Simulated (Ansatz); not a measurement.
The same calculation of Ta, space group P6_3/mmc as a Python script and as an input file (Ansatz 0.2.0, Python API).

Notebook, run cell by cell (the value of a cell's last expression is shown):

**Cell 1**
```python
from collections import defaultdict
import json

import ansatz as az
from ase import Atoms
from ase.io import write
import matplotlib.pyplot as plt
import numpy as np
```

**Cell 2**
```python
TOLERANCE = 1e-06
KGRID = (11, 11, 6)
XC = 'pbesol'
FILLING = 'Fermi-Dirac'
SMEARING_WIDTH = 0.1
```

**Cell 3**
```python
def edges_and_angles(cell):
    cell = np.asarray(cell)
    a, b, c = np.linalg.norm(cell, axis=1)
    cosines = cell[1] @ cell[2] / (b * c), cell[0] @ cell[2] / (a * c), cell[0] @ cell[1] / (a * b)
    return (a, b, c, *np.degrees(np.arccos(cosines)))
```

**Cell 4**
```python
vectors = np.array([
    [2.900372, 0.0, 0.0],
    [-1.450186, 2.511796, 0.0],
    [0.0, 0.0, 5.166274],
])
system = (
    az.Lattice.of(vectors)
    .atom('Ta', [2 / 3, 1 / 3, 0.75])
    .atom('Ta', [1 / 3, 2 / 3, 0.25])
)

# edges free, angles fixed
setup = (
    system.calculation()
    .eigensolver('davidson')
    .accuracy('medium')
    .scf(tolerance=TOLERANCE)
    .kpoints(*KGRID)
    .functional(XC)
    .occupations(FILLING, width=SMEARING_WIDTH)
    .basis(14 * az.Ha, xc_grid=3)
    .relax(fix_cell=['angles'])
    .density_of_states(energy_step=0.1, method='smearing', broadening_width=0.2, projected=True)
)
res = setup.run(events_out='ta.ndjson')
with open('ta.ndjson') as stream:
    events = [json.loads(line) for line in stream]
steps = [e['data'] for e in events if e['event'] == 'relax_step']
r = res.report

r['free_energy_ev']
```
Output:
```text
DeckWarning: basis.ecutwfc = 380.959407443832 eV is below the records' recommended 420 eV, and the density's cutoff is lower with it unless basis.ecutrho_ratio is high enough to keep the records' density cutoff: compare with a run at a higher cutoff
DeckWarning: crystal.symmetry: narrowed to the stabiliser of the fixed cell quantities (relax.cell.fix) — unitary ops 24 → 8. The narrowing is safe, since a smaller group never makes results wrong: [...]
DeckWarning: scf.convergence.dr2_threshold = 1e-6 eV is looser than this run's default, which is 1e-7 eV or tighter. The error in the forces grows as the threshold's square root, so leave the key out unless less accurate forces are enough
DeckWarning: relax.cell: scf.convergence.dr2_threshold = 1e-6 eV is looser than the 2e-10 eV advised for a relaxation that steers and ends on the stress (1e-10 eV for each atom of the cell: 2). What [...]
-19612.44935081971
```

**Cell 5**
```python
print('step   energy (eV)     max comp. (eV/A)   P (GPa)  SCF')
for s in steps:
    print(f'{s["step"]:4d} {s["lagrangian_ev"]:15.5f} {s["allowed_force_max_ev_ang"]:12.4f} {s["pressure_gpa"]:10.3f} {s["n_scf"]:5d}')

first, last = steps[0], steps[-1]
symbols = [site.symbol for site in res.lattice.sites]
print(f'energy gained {first["lagrangian_ev"] - last["lagrangian_ev"]:.4f} eV in {len(steps) - 1} steps')
for label, vectors in (('before', first['cell_ang']), ('after', res.lattice.cell_ang)):
    print(label, 'a b c (A) {:.4f} {:.4f} {:.4f}  angles {:.2f} {:.2f} {:.2f}'.format(*edges_and_angles(vectors)), f' V = {abs(np.linalg.det(vectors)):.3f} A^3')
print('final stress xx yy zz (GPa, compression positive):', np.round(np.diag(r['stress_gpa']), 3) + 0.0)
```
Output:
```text
step   energy (eV)     max comp. (eV/A)   P (GPa)  SCF
   1    -19612.41884       0.0000     -6.946     6
   2    -19612.27399       0.0000     20.436     6
   3    -19612.44983       0.0000     -0.879     6
   4    -19612.45041       0.0000      0.048     6
   5    -19612.45041       0.0000     -0.001     6
   6    -19612.44935       0.0000     -0.016     6
energy gained 0.0305 eV in 5 steps
before a b c (A) 2.9004 2.9004 5.1663  angles 90.00 90.00 120.00  V = 37.637 A^3
after a b c (A) 2.8664 2.8664 5.0977  angles 90.00 90.00 120.00  V = 36.274 A^3
final stress xx yy zz (GPa, compression positive): [-0.017 -0.017 -0.016]
```

**Cell 6**
```python
fig, (top, bottom) = plt.subplots(2, 1, sharex=True, figsize=(4.5, 4))
top.plot([s['lagrangian_ev'] - last['lagrangian_ev'] for s in steps], 'o-')
top.set_ylabel('E - E(final) (eV)')
bottom.semilogy([max(s['allowed_force_max_ev_ang'], 1e-6) for s in steps], 's-')
bottom.set(xlabel='step', ylabel='largest force (eV/A)')
fig.tight_layout()
fig.savefig('relax.png', dpi=100)
```

**Cell 7**
```python
relaxed = Atoms(symbols, positions=[site.position_ang for site in res.lattice.sites], cell=res.lattice.cell_ang, pbc=True)
write('relaxed.extxyz', relaxed, format='extxyz')
```

**Cell 8**
```python
n_atoms = len(r['lattice']['sites'])
print('F =', round(r['free_energy_ev'], 4), 'eV for', n_atoms, 'atoms')
print('E(sigma -> 0) =', round(r['energy_sigma0_ev'], 4), 'eV, TS =', round(r['entropy_ts_ev'], 5), 'eV')
print('closed by', r['closed_by'], 'after', r['n_iterations'], 'iterations')
```
Output:
```text
F = -19612.4494 eV for 2 atoms
E(sigma -> 0) = -19612.412 eV, TS = 0.07463 eV
closed by deck_thresholds after 6 iterations
```

**Cell 9**
```python
dos = res.density_of_states()
energy = np.asarray(dos.energies_ev) - dos.fermi_ev
projected = res.projected_density_of_states()
by_shell = defaultdict(float)
for site in projected.sites:
    for shell in site.shells:
        for part in shell.curves:
            by_shell[f'{site.species} {"spdf"[shell.l]}'] += np.sum(part.g_bin_mean_per_ev, axis=0)
print('E - E_F  ' + ' '.join(f'{name:>7s}' for name in by_shell))
for e in np.arange(-8, 8 + 0.1, 1.0):
    print(f'{e:7.1f}  ' + ' '.join(f'{np.interp(e, energy, curve):7.3f}' for curve in by_shell.values()))
```
Output:
```text
E - E_F     Ta s    Ta p    Ta d
   -8.0    0.073   0.001   0.000
   -7.0    0.232   0.006   0.007
   -6.0    0.274   0.010   0.034
   -5.0    0.390   0.017   0.222
   -4.0    0.432   0.028   1.103
   -3.0    0.171   0.031   1.769
   -2.0    0.058   0.036   2.084
   -1.0    0.082   0.021   1.379
    0.0    0.140   0.023   1.839
    1.0    0.145   0.014   1.745
    2.0    0.035   0.004   1.458
    3.0    0.022   0.003   1.058
    4.0    0.070   0.003   1.172
    5.0    0.021   0.000   0.474
    6.0    0.017   0.000   0.078
    7.0    0.000   0.000   0.000
    8.0    0.000   0.000   0.000
```

`input.yaml`:
```yaml
crystal:
  lattice:
    - [2.900372, 0.0, 0.0]
    - [-1.450186, 2.511796, 0.0]
    - [0.0, 0.0, 5.166274]
  atoms:
    - { symbol: Ta, position: [0.6666666666667, 0.3333333333333, 0.75] }
    - { symbol: Ta, position: [0.3333333333333, 0.6666666666667, 0.25] }
accuracy: medium
basis:
  ecutwfc: 380.9594074438
  xc_grid: 3
kpoints:
  mp_grid: { grid: [11, 11, 6] }
hamiltonian:
  xc: pbesol
scf:
  convergence: { dr2_threshold: 1.0e-06 }
  occupations: { method: fermi_dirac, width: 0.1 }
  eigensolver: { kind: davidson }
relax:
  cell: { fix: [angles] }
output:
  dos: { de: 0.1, method: { smearing: { sigma: 0.2 } }, projected: true }
```

The program run on that file:
```console
$ ansatz run input.yaml --threads 1 --pin off --max-ram 3072MiB --backend cpu --events-out ev --progress --plain --runs-dir out
Warning: basis.ecutwfc = 380.9594074438 eV is below the records' recommended 420 eV, and the density's cutoff is lower with it unless basis.ecutrho_ratio is high enough to keep the records' density cutoff: compare with a run at a higher cutoff
Warning: crystal.symmetry: narrowed to the stabiliser of the fixed cell quantities (relax.cell.fix) — unitary ops 24 → 8. The narrowing is safe, since a smaller group never makes results wrong: the run goes on under it, on as many k-points as the starting group would need, or more. Excluded: 16 operations that would move a fixed cell quantity at a test [...]
Warning: scf.convergence.dr2_threshold = 1e-6 eV is looser than this run's default, which is 1e-7 eV or tighter. The error in the forces grows as the threshold's square root, so leave the key out unless less accurate forces are enough
Warning: relax.cell: scf.convergence.dr2_threshold = 1e-6 eV is looser than the 2e-10 eV advised for a relaxation that steers and ends on the stress (1e-10 eV for each atom of the cell: 2). What an SCF threshold leaves in a stress goes as its square root, and in the free energy as the threshold itself, and one threshold admits the most on a small cell: of [...]
Engine: ansatz 0.2.0, aarch64-unknown-linux-gnu
Pseudopotentials: kind: paw
Pseudopotential: Ta, paw, valence charge 13, recommended cutoff 420 eV (normal), Ta.paw.azcp
Functional definition: PBEsol
  exchange = pbesol_x
  correlation = pbesol_c
Crystal: 2 atoms, lattice volume = 37.637 Å³
Basis set: ecut = 380.9594074438 eV, 647 PW (Γ), exchange–correlation on 60×60×108 points (27 copies of the dense FFT grid, shifted against one another)
Bands: 17, of which v1, the nominal top of the filled ones, is band 13 counted from 1 (12 counted from 0)
Symmetry: 8 space group operations
k-points: 144 of 726
Non-local potential: Ta, projectors of the file, l = 0: 3, l = 1: 2, l = 2: 2, l = 3: 1
PAW form: soft (Blöchl's): semilocal exchange-correlation on the pseudo side does not see the compensation charge
PAW frozen core: Ta, regenerated for the run's functional, and the local potential with it (the file was generated under x = pbe(κ = 0.804, μ = 0.2195149727645171), c = pbe(β = 0.06672455060314922))
PAW one-centre angular grid: Ta, 590 points (default); XC on 64 Gauss nodes
Initial density: superposition of atomic densities (neutral atoms: chi_scale 0, normalization atom), corrected by the library's trained network
Initial wavefunctions: pseudopotential atomic-orbital guess
Functional: x = pbesol(κ = 0.804, μ = 0.12345679012345678), c = pbesol(β = 0.046)
SCF iter   1: F=—  HF=-19612.421208 eV  |F-HF|=—  |Δ(HF+E_count)|=         —  Δρ=6.06e-3  dr2=1.03e-2  ethr=1.77e-3  ⟨swp⟩=5.0  Hψ=9537  notcnv=0
preconditioner: auto → Kerker (q_TF=auto, 2.565 Å⁻¹)  [metal: Δε(μ)=0.032 eV  Ē_g=4.548 eV  σ=0.100 eV  W_gap=0.08  n_scr=10 (ndim 8)  ℏωp=19.1 eV  f_vac=0.000  D(μ)=2.27/eV (n_scr^D=22)]
SCF iter   2: F=—  HF=-19612.419792 eV  |F-HF|=—  |Δ(HF+E_count)|=   1.42e-3  Δρ=3.79e-3  dr2=4.52e-3  ethr=3.96e-5  ⟨swp⟩=2.2  Hψ=4532  notcnv=0
iter 3 solved again at ethr=1.22e-7 eV; its pass at ethr=1.74e-5 eV (dr2=3.18e-5 eV) is discarded
SCF iter   3: F=—  HF=-19612.418843 eV  |F-HF|=—  |Δ(HF+E_count)|=   9.48e-4  Δρ=4.75e-4  dr2=3.35e-5  ethr=1.22e-7  ⟨swp⟩=4.5  Hψ=11128  notcnv=0
SCF iter   4: F=—  HF=-19612.418840 eV  |F-HF|=—  |Δ(HF+E_count)|=   2.90e-6  Δρ=6.82e-5  dr2=1.55e-6  ethr=1.22e-7  ⟨swp⟩=3.0  Hψ=4844  notcnv=0
iter 5 did not close the SCF: its close was put off for the readings that it lacked (scf_convergence_deferred on its scf_iter line)
SCF iter   5: F=-19612.418840 eV  HF=-19612.418840 eV  |F-HF|=1.47e-8  |Δ(HF+E_count)|=   3.29e-7  Δρ=1.25e-5  dr2=4.52e-8  ethr=5.96e-9  ⟨swp⟩=3.2  Hψ=5094  notcnv=0
SCF iter   6: F=-19612.418840 eV  HF=-19612.418840 eV  |F-HF|=1.71e-10  |Δ(HF+E_count)|=   3.29e-9  Δρ=1.66e-6  dr2=6.88e-10  ethr=1.74e-10  ⟨swp⟩=3.8  Hψ=5577  notcnv=0
SCF 1 converged in 6 iterations: F = -19612.418840 eV  dr2 = 6.88e-10
  Residual-converged pass: ⟨swp⟩=2.7  Hψ=4204  notcnv=0  max |occ|·‖R‖ = 2.1e-5 eV (tolerance 2.1e-5 eV)  dr2=6.98e-10  dr2_onsite=4.76e-11  max |Δocc| = 2.5e-9
  greatest PAW one-centre occupation: 1.000 electrons in one spin orbital (limit 2), on the Ta atom at site 1 (counted from 0), in its partial waves of l = 0
relax step   1: F+E_penalty+E_count = -19612.41884016 eV  Δ(F+E_penalty+E_count) = +0.000e0 eV  max|allowed force component| = 9.685e-8 eV/Å  Δτ_max = 0.0000 Å  P = -6.946 GPa  Ω = 37.637 Å³  fix = [alpha, beta, gamma]  reactions: gamma +0.000 GPa/rad  (6 SCF iters, accepted)
Crystal: 2 atoms, lattice volume = 33.279 Å³
Basis set: ecut = 380.9594074438 eV, 549 PW (Γ), exchange–correlation on 60×60×108 points (27 copies of the dense FFT grid, shifted against one another)
Initial density: handed on by an earlier stage of this run
Initial wavefunctions: those handed on with the density
iter 1 solved again at ethr=2.30e-5 eV; its pass at ethr=1.00e-1 eV (dr2=5.98e-3 eV) is discarded
SCF iter   1: F=—  HF=-19612.272247 eV  |F-HF|=—  |Δ(HF+E_count)|=         —  Δρ=3.79e-3  dr2=3.05e-3  ethr=2.30e-5  ⟨swp⟩=6.7  Hψ=15352  notcnv=1
preconditioner: auto → Kerker (q_TF=auto, 2.618 Å⁻¹)  [metal: Δε(μ)=0.062 eV  Ē_g=5.108 eV  σ=0.100 eV  W_gap=0.15  n_scr=10 (ndim 8)  ℏωp=20.4 eV  f_vac=0.000  D(μ)=2.01/eV (n_scr^D=22)]
SCF iter   2: F=—  HF=-19612.273696 eV  |F-HF|=—  |Δ(HF+E_count)|=   1.45e-3  Δρ=2.22e-3  dr2=1.14e-3  ethr=1.17e-5  ⟨swp⟩=2.0  Hψ=4473  notcnv=0
iter 3 solved again at ethr=9.25e-8 eV; its pass at ethr=4.37e-6 eV (dr2=2.41e-5 eV) is discarded
SCF iter   3: F=—  HF=-19612.273995 eV  |F-HF|=—  |Δ(HF+E_count)|=   2.99e-4  Δρ=2.61e-4  dr2=2.44e-5  ethr=9.25e-8  ⟨swp⟩=3.0  Hψ=10018  notcnv=0
iter 4 did not close the SCF: its close was put off for the readings that it lacked (scf_convergence_deferred on its scf_iter line)
SCF iter   4: F=-19612.273988 eV  HF=-19612.273989 eV  |F-HF|=2.68e-7  |Δ(HF+E_count)|=   6.06e-6  Δρ=2.68e-5  dr2=2.13e-7  ethr=9.25e-8  ⟨swp⟩=3.0  Hψ=5265  notcnv=0
iter 5 did not close the SCF: its close was put off for the readings that it lacked (scf_convergence_deferred on its scf_iter line)
SCF iter   5: F=-19612.273988 eV  HF=-19612.273988 eV  |F-HF|=2.60e-9  |Δ(HF+E_count)|=   1.72e-7  Δρ=9.50e-6  dr2=1.88e-8  ethr=8.20e-10  ⟨swp⟩=4.2  Hψ=6339  notcnv=0
SCF iter   6: F=-19612.273988 eV  HF=-19612.273988 eV  |F-HF|=1.82e-10  |Δ(HF+E_count)|=   1.52e-9  Δρ=1.96e-6  dr2=9.21e-10  ethr=7.22e-11  ⟨swp⟩=2.4  Hψ=4548  notcnv=0
SCF 2 converged in 6 iterations: F = -19612.273988 eV  dr2 = 9.21e-10
  Residual-converged pass: ⟨swp⟩=2.2  Hψ=3112  notcnv=0  max |occ|·‖R‖ = 2.1e-5 eV (tolerance 2.1e-5 eV)  dr2=9.25e-10  dr2_onsite=1.20e-11  max |Δocc| = 7.9e-10
relax step   2: F+E_penalty+E_count = -19612.27398846 eV  Δ(F+E_penalty+E_count) = +1.449e-1 eV  max|allowed force component| = 1.277e-7 eV/Å  Δτ_max = 0.0000 Å  P = +20.436 GPa  Ω = 33.279 Å³  energy of the carried Pulay correction = +3.820e-3 eV  fix = [alpha, beta, gamma]  (6 SCF iters, rejected (line search))
Crystal: 2 atoms, lattice volume = 36.432 Å³
Basis set: ecut = 380.9594074438 eV, 635 PW (Γ), exchange–correlation on 60×60×108 points (27 copies of the dense FFT grid, shifted against one another)
iter 1 solved again at ethr=3.15e-5 eV; its pass at ethr=1.00e-1 eV (dr2=8.19e-3 eV) is discarded
SCF iter   1: F=—  HF=-19612.448933 eV  |F-HF|=—  |Δ(HF+E_count)|=         —  Δρ=2.85e-3  dr2=2.03e-3  ethr=3.15e-5  ⟨swp⟩=6.0  Hψ=15093  notcnv=0
[... 50 lines left out ...]
iter 3 did not close the SCF: its close was put off for the readings that it lacked (scf_convergence_deferred on its scf_iter line)
SCF iter   3: F=-19612.449351 eV  HF=-19612.449351 eV  |F-HF|=1.93e-9  |Δ(HF+E_count)|=   4.94e-8  Δρ=2.78e-6  dr2=2.69e-9  ethr=8.35e-12  ⟨swp⟩=4.0  Hψ=10299  notcnv=0
eigensolver tolerance schedule calibrated: the retry pair's looser diagonalisation under-reported the residual by θ = 0.19 (0.11/decade); ethr = c·dr2/N_el runs at the constant in force after the calibration composes with the one it found (an armed cap, an earlier calibration), c = 7.9e-2
iter 4 did not close the SCF: its close was put off for the readings that it lacked (scf_convergence_deferred on its scf_iter line)
SCF iter   4: F=-19612.449351 eV  HF=-19612.449351 eV  |F-HF|=5.31e-10  |Δ(HF+E_count)|=  8.22e-10  Δρ=1.65e-6  dr2=8.33e-10  ethr=8.15e-12  ⟨swp⟩=2.4  Hψ=4550  notcnv=0
iter 5 did not close the SCF: its close was put off for the readings that it lacked (scf_convergence_deferred on its scf_iter line)
SCF iter   5: F=-19612.449351 eV  HF=-19612.449351 eV  |F-HF|=7.28e-12  |Δ(HF+E_count)|=  2.91e-10  Δρ=1.89e-7  dr2=5.99e-12  ethr=2.53e-12  ⟨swp⟩=3.0  Hψ=5701  notcnv=0
SCF iter   6: F=-19612.449351 eV  HF=-19612.449351 eV  |F-HF|=3.64e-12  |Δ(HF+E_count)|=  3.64e-12  Δρ=2.77e-8  dr2=3.07e-13  ethr=1.00e-12  ⟨swp⟩=2.0  Hψ=4493  notcnv=0
SCF 6 converged in 6 iterations: F = -19612.449351 eV  dr2 = 3.07e-13
relax step   6: F+E_penalty+E_count = -19612.44935082 eV  Δ(F+E_penalty+E_count) = +1.055e-3 eV  max|allowed force component| = 1.583e-7 eV/Å  Δτ_max = 0.0000 Å  P = -0.016 GPa  Ω = 36.274 Å³  fix = [alpha, beta, gamma]  reactions: gamma -0.000 GPa/rad  stress off target by 1.67e-2 GPa on what of the cell is left free  SCF on the basis re-selected at this [...]
basis re-selected at this cell: Δ(F+E_penalty+E_count) = +1.055e-3 eV, ΔP = -0.016 GPa vs the last step (what re-selecting the basis moved, of the pressure what is left beyond the Pulay correction that the steps carried, after the strain that the cell walked since its last selection, with what the two solves' SCF thresholds leave and, on support functions, [...]
SCF converged after 6 iterations
Free energy (F): -19612.449351 eV
Harris-Foulkes:  -19612.449351 eV  (|F-HF|=3.64e-12)
Internal energy: -19612.374719 eV  (E = F + TS)
E sigma→0 (E₀):  -19612.412035 eV
Entropy (-TS):   -0.074632 eV (-37.316 meV/atom)
Fermi energy:    18.739392 eV
--- Per-component energies (eV) ---
  E_band       = -213.255992
  E_kinetic    = 732.495647
  E_local      = -1115.626106  (includes V_loc(G=0)·N_el)
  E_nonlocal   = 35.230714
  E_hartree    = 386.082810
  E_xc         = -433.786349
  E_vxc        = -407.385637  (∫ρ·V_xc dr)
  E_paw        = -16545.003104  (= ΣΔE_a)
  E_vpaw       = -230.136817  (= ΣTr[D̂ρ^β])
  E_aug_tail   = 0.000603  (compensation charges beyond the density's cutoff)
  E_ewald      = -2672.196228
  E_core_change = 0.427293  (= ΣΔE_core)
  E_smearing   = -0.074632  (= −TS)
  E_closure    = 0.000000  (closes the sum)
  Σ components = -19612.449351   (vs F -19612.449351, Δ=0.00e0)
--- Forces (eV/Å), atoms counted from 1 ---
  atom   1  Ta     0.00000016    -0.00000009     0.00000000
  atom   2  Ta    -0.00000016     0.00000009     0.00000000
  max |Σ_I F_I| component: 0.00e0 eV/Å
--- Stress (GPa, compression-positive) ---
       -0.016668       0.000003       0.000000
        0.000003      -0.016665       0.000000
        0.000000       0.000000      -0.015899
  P = ⅓ Tr σ = -0.0164 GPa (-0.164 kbar)
--- Band table (eV; the first three rows and the last of 144) ---
  k-point 0: bands = ["-48.6886", "-48.6179", "-15.7156", "-14.7825", "-14.6637", "-14.6637", "-14.5705", "-14.5705", "10.4469", "13.7361", "18.1565", "18.7656", "19.3404", "19.3404", "19.9373", "19.9373", "21.8081"]
  k-point 1: bands = ["-48.6839", "-48.6227", "-15.6568", "-14.8491", "-14.6575", "-14.6575", "-14.5768", "-14.5768", "10.6976", "13.6237", "18.0301", "18.3661", "19.3080", "19.3080", "19.8336", "19.8336", "22.0543"]
  k-point 2: bands = ["-48.6710", "-48.6356", "-15.4934", "-15.0275", "-14.6405", "-14.6405", "-14.5939", "-14.5939", "11.3908", "13.1766", "17.7386", "17.7448", "19.2926", "19.2926", "19.6029", "19.6029", "22.6547"]
  k-point 143: bands = ["-48.5559", "-48.5559", "-15.8000", "-15.8000", "-15.0100", "-15.0100", "-14.8783", "-14.8783", "14.2865", "14.2865", "16.3716", "16.3716", "20.2754", "20.2754", "21.4316", "21.4316", "24.3434"]
--- Relaxed structure (5 steps of the walk, 4 accepted, 1 SCFs on fresh bases) ---
  F+E_penalty+E_count = -19612.44935082 eV   max|allowed force component| = 1.583e-7 eV/Å   (the final SCF, on the basis selected at the relaxed cell)
  cell:  # Å, volume = 36.2736 Å³
    - [2.8664490325347933, -9.239894128270065e-19, 0.0]
    - [-1.4332245162673967, 2.482417680828458, 0.0]
    - [0.0, 0.0, 5.0976622137371415]
  atoms:
    - { symbol: Ta, position: [0.6666666852160175, 0.3333333147839827, 0.75] }
    - { symbol: Ta, position: [0.33333331478398265, 0.6666666852160175, 0.24999999999999997] }
```

Reading the output:
- These settings explore the input space; cutoff and mesh may be short of convergence.
- The cutoff lies under the one recommended for these potentials.
- Spin is left out of this run.
- Forces vanish by symmetry, so the ions can't move, and the end may be a saddle.
- Under the recommended cutoff a pressure can be off by several GPa, even in sign.
- The mesh is modest for a metal, so energies can be off by several to tens of meV an atom and pressures by half a GPa or more; differences at equal mesh fare better.
- Projections exist only for the shells that the potentials hold, some of them semicore, and samples at single energies can miss narrow peaks.
- Energies along a relaxation are free energies. Rows at an unchanged volume are solved on a plane-wave basis chosen afresh for that cell, so the energy jumps there and such rows are no steps of the walk.
- Spin-orbit coupling, which matters for elements this heavy, is left out.
- This isn't the structure that Ta takes at ambient conditions.
- Warnings are shown shortened and without file and line.
- The computed bands are complete only to about 2.2 eV above the Fermi level; beyond that the density of states is undercounted.
- Hardware and time: 24 s on 1 thread of Arm Neoverse V2 (shared host), peak memory 0.45 GiB.
